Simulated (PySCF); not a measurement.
**RhH₄: doublet, from a PBE0 minimum start**

The task is one start of a wider search on RhH₄: the doublet, from a PBE0 minimum start. It is relaxed, tested by its Hessian and followed downhill if it is a saddle.

The runs use PySCF 2.14.0; PBE0, basis Rh def2-TZVP with ECP28, H def2-TZVP, scalar-relativistic core potentials, no spin–orbit coupling, density fitting.

## 1. The system as given

5 atoms, charge 0, spin multiplicity 2.

Bond lengths: Rh1–H2 1.708 Å, Rh1–H3 1.708 Å, Rh1–H4 1.708 Å, Rh1–H5 1.708 Å. Angles: H2–Rh1–H3 28.9°, H2–Rh1–H4 159.6°, H2–Rh1–H5 159.6°, H3–Rh1–H4 159.6°, H3–Rh1–H5 159.6°, H4–Rh1–H5 28.9°.

Z-matrix (Å, degrees; charge 0 multiplicity 2):
```
Rh
H  1 1.7084
H  1 1.7084 2 28.94
H  1 1.7084 2 159.65 3 -134.08
H  1 1.7084 2 159.65 3 134.08
```

## 2. Finding the electronic state

The steps below are one call of a driver around PySCF. For each, scf.py gives the equivalent set-up of the SCF; relaxations use the driver's own optimiser. After this first run the driver tries any further starts and a stability analysis.

scf.py

```python
from pyscf import gto, scf, dft
mol = gto.M(atom='''
Rh    -0.000000    -0.000000    -0.000000
H     -0.426820    -0.000000     1.654220
H      0.426820     0.000000     1.654220
H      0.000000     0.426820    -1.654220
H     -0.000000    -0.426820    -1.654220''',
    basis={'Rh': 'def2-TZVP', 'H': 'def2-TZVP'},
    ecp={'Rh': 'def2-TZVP'},
    charge=0, spin=1)
mf = dft.UKS(mol, xc='PBE0')
mf.grids.atom_grid = (50, 194)
aux = {'Rh': 'def2-universal-JKFIT', 'H': 'def2-universal-JKFIT'}
mf = mf.density_fit(auxbasis=aux)
mf.conv_tol = 1e-08
mf.diis_space = 10
mf.max_cycle = 60
mf.init_guess = 'minao'
mf.verbose = 4
mf.kernel()
```

Launch:

```console
> OMP_NUM_THREADS=2 python axn.py task.json out
```

Standard output:

```text
init E= -104.161325657837
[... the frontier-level lines of each cycle are left out ...]
cycle= 1 E= -111.669561685023  delta_E= -7.51  |g|= 1.78  |ddm|= 2.92
cycle= 2 E= -99.5795499009016  delta_E= 12.1  |g|= 3.57  |ddm|= 10.9
cycle= 3 E= -112.386844334816  delta_E= -12.8  |g|= 1.03  |ddm|= 10.9
cycle= 4 E= -112.873890679883  delta_E= -0.487  |g|= 0.0563  |ddm|= 0.832
cycle= 5 E= -112.875317413821  delta_E= -0.00143  |g|= 0.0171  |ddm|= 0.0509
cycle= 6 E= -112.87541568981  delta_E= -9.83e-05  |g|= 0.00887  |ddm|= 0.0189
cycle= 7 E= -112.875447587916  delta_E= -3.19e-05  |g|= 0.00128  |ddm|= 0.00742
cycle= 8 E= -112.875449554488  delta_E= -1.97e-06  |g|= 0.000418  |ddm|= 0.00283
cycle= 9 E= -112.875449754165  delta_E= -2e-07  |g|= 0.000155  |ddm|= 0.000874
cycle= 10 E= -112.875449791018  delta_E= -3.69e-08  |g|= 4.2e-05  |ddm|= 0.000425
cycle= 11 E= -112.875449802259  delta_E= -1.12e-08  |g|= 3.67e-05  |ddm|= 0.00022
cycle= 12 E= -112.875449811515  delta_E= -9.26e-09  |g|= 3.3e-05  |ddm|= 0.000182
Extra cycle  E= -112.875449820304  delta_E= -8.79e-09  |g|= 3.45e-05  |ddm|= 0.000172
converged SCF energy = -112.875449820304  <S^2> = 0.75113597  2S+1 = 2.0011356
```

This step, with its further starts and checks, needed 10 s of wall time on 2 threads of Arm Neoverse V1, shared host.

The starts that the driver tried:

```tsv
start	energy (Eh)
the minimal-basis guess	-112.875450
a thermally smeared density	-112.875450
a smeared PBE density	-112.875450
```

The first run landed in a state that is too high. Following the other starts and the instabilities gains 20.3 kJ/mol (-112.88319 Eh), and the work goes on from there.

## 3. Relaxation: PBE0 minimum start, doublet

The program finds D2d symmetry in the start, which this walk keeps. Threshold on the gradient: 0.0003 Eh/bohr, with a further test on the energy change.

scf.py, as its differences from that of step 2:

```diff
@@ -3 +3 @@
-Rh    -0.000000    -0.000000    -0.000000
+Rh     0.000000     0.000000     0.000000
@@ -5,2 +5,2 @@
-H      0.426820     0.000000     1.654220
-H      0.000000     0.426820    -1.654220
+H      0.426820    -0.000000     1.654220
+H     -0.000000     0.426820    -1.654220
@@ -18 +17,0 @@
-mf.init_guess = 'minao'
```

Steps of the walk:

```tsv
step	energy (Eh)	change (kJ/mol)	largest symmetric gradient (Eh/bohr)
0	-112.883185	0.00	0.00007
```

The walk took 1.2 s.

Geometry (Å) and forces (eV/Å) at some steps:

```
step 0
Rh   0.000   0.000   0.000   0.000   0.000   0.000
H   -0.427   0.000   1.654   0.004  -0.003   0.002
H    0.427   0.000   1.654  -0.004   0.003   0.002
H    0.000   0.427  -1.654  -0.003  -0.004  -0.002
H    0.000  -0.427  -1.654   0.003   0.004  -0.002
```

It settles in D2d symmetry, 0.0 kJ/mol below the start, after 0 steps: H–H 0.854 Å (×2), Rh–H 1.708 Å (×4); H–H–Rh 75.5° (×4), H–Rh–H 28.9° (×2), H–Rh–H 159.6° (×4).

## 4. Hessian and properties

The point is checked on the finer grid, and tightened if its gradient asks for it. The Hessian and the dipole derivatives come from central differences of analytic gradients, with steps of 0.02 bohr.

scf.py, as its differences from that of step 3:

```diff
@@ -3,5 +3,5 @@
-Rh     0.000000     0.000000     0.000000
-H     -0.426820    -0.000000     1.654220
-H      0.426820    -0.000000     1.654220
-H     -0.000000     0.426820    -1.654220
-H     -0.000000    -0.426820    -1.654220''',
+Rh    -0.000000     0.000000     0.000000
+H     -0.426894    -0.000000     1.654180
+H      0.426894    -0.000000     1.654180
+H     -0.000000     0.426894    -1.654180
+H     -0.000000    -0.426894    -1.654180''',
@@ -12 +12 @@
-mf.grids.atom_grid = (50, 194)
+mf.grids.atom_grid = (75, 302)
@@ -15 +15 @@
-mf.conv_tol = 1e-08
+mf.conv_tol = 1e-10
```

This SCF starts from the last density.

Log of the central SCF (cycles and frontier levels):

```text
init E= -112.883275627003
[... the frontier-level lines of each cycle are left out ...]
cycle= 1 E= -112.883275627002  delta_E= 4.26e-13  |g|= 8.56e-07  |ddm|= 1.17e-06
Extra cycle  E= -112.883275627002  delta_E= 5.97e-13  |g|= 1.91e-06  |ddm|= 2.02e-06
converged SCF energy = -112.883275627002  <S^2> = 0.753899  2S+1 = 2.0038952
```

The whole step took 61 s.

Geometry: D2d; H–H 0.854 Å (×2), Rh–H 1.708 Å (×4); H–H–Rh 75.5° (×4), H–Rh–H 28.9° (×2), H–Rh–H 159.6° (×4).

Harmonic modes (main isotopes):

```csv
ω (cm⁻¹),IR (km/mol),μ (u)
423,6.1,1.04
423,6.1,1.04
711,2.9,1.01
873,625,1.04
1281,0.0,1.01
1615,6.6,1.01
1615,6.6,1.01
2964,0.0,1.01
2975,197,1.01
```

All wavenumbers are real: a minimum.

Here the density breaks the symmetry of the frame, and no labels are given; pairs that should be degenerate can split.

Constants and moments:

```yaml
Dipole_moment: 0.00 D
Highest_occupied_level: -5.55 eV
Lowest_empty_level: -2.31 eV
Rotational_constants: 22.95, 1.479, 1.479 cm⁻¹
Zero-point_energy: 77.0 kJ/mol
Principal_polarisabilities: 48.8, 48.8, 49.7 bohr³
Atomisation_energy_without_zero-point_energy: 1050 kJ/mol
Principal_traceless_quadrupole_moments_about_the_centre_of_mass: -2.03, -2.03, 4.07 D Å
Entropy_at_298.15_K_and_1_bar_electronic_part_spin_only: 238.3 J/(mol K)
Heat_capacity_Cp_at_298.15_K: 51.9 J/(mol K)
Enthalpy_at_298.15_K_above_0_K: 11.92 kJ/mol
Rotational_symmetry_number: 4
Spin_squared_⟨S²⟩: 0.754
```

Charges (e) and bond orders:

| atom | Mulliken | Löwdin | polar tensor | spin (Mulliken) | Mayer order to Rh1 |
| --- | --- | --- | --- | --- | --- |
| Rh1 | -0.17 | -0.32 | -0.31 | 1.04 | – |
| H2,3,4,5 | 0.04 | 0.08 | 0.08 | -0.01 | 0.42 |

Outer orbital energies (eV). α occupied: -54.53, -15.04, -12.98, -7.86, -7.70, -7.70, -6.95, -6.19; empty: -0.74, -0.74, 0.91, 1.47. β occupied: -53.43, -53.43, -14.99, -13.01, -7.21, -7.21, -6.65, -5.55; empty: -2.31, -0.66, -0.66, 1.04.

Mulliken populations on Rh1 (outside its core potential): s 2.78, p 6.12, d 8.26, f 0.00.

## 5. Results

| quantity | value |
| --- | --- |
| minimum | doublet, D2d |
| geometry | H–H 0.854 Å (×2), Rh–H 1.708 Å (×4); H–H–Rh 75.5° (×4), H–Rh–H 28.9° (×2), H–Rh–H 159.6° (×4) |
| wavenumbers (cm⁻¹) | 423, 423, 711, 873, 1281, 1615, 1615, 2964, 2975 |
| dipole moment | 0.00 D |
| highest occupied, lowest empty level (either spin) | -5.55, -2.31 eV |
| polar-tensor charge of Rh1 | -0.31 e |
| zero-point energy | 77.0 kJ/mol |
| entropy at 298.15 K | 238.3 J/(mol K) |
| atomisation energy (no zero-point energy) | 1050 kJ/mol |
| ⟨S²⟩ | 0.754 |

The molecule stays D2d, as typed, and the end point is a minimum. In the infrared the band at 873 cm⁻¹ leads. Most of the spin sits on Rh1 (Mulliken spin 1.04, against 1 for the whole molecule). The first SCF alone would have been 20 kJ/mol too high. Other starts or spin states, not run here, may lie lower. The SCF density has lower symmetry than the nuclear frame. Open d and f shells are described by one determinant, and the ground state may have another occupation or spin.

The search up to here took 73 s.
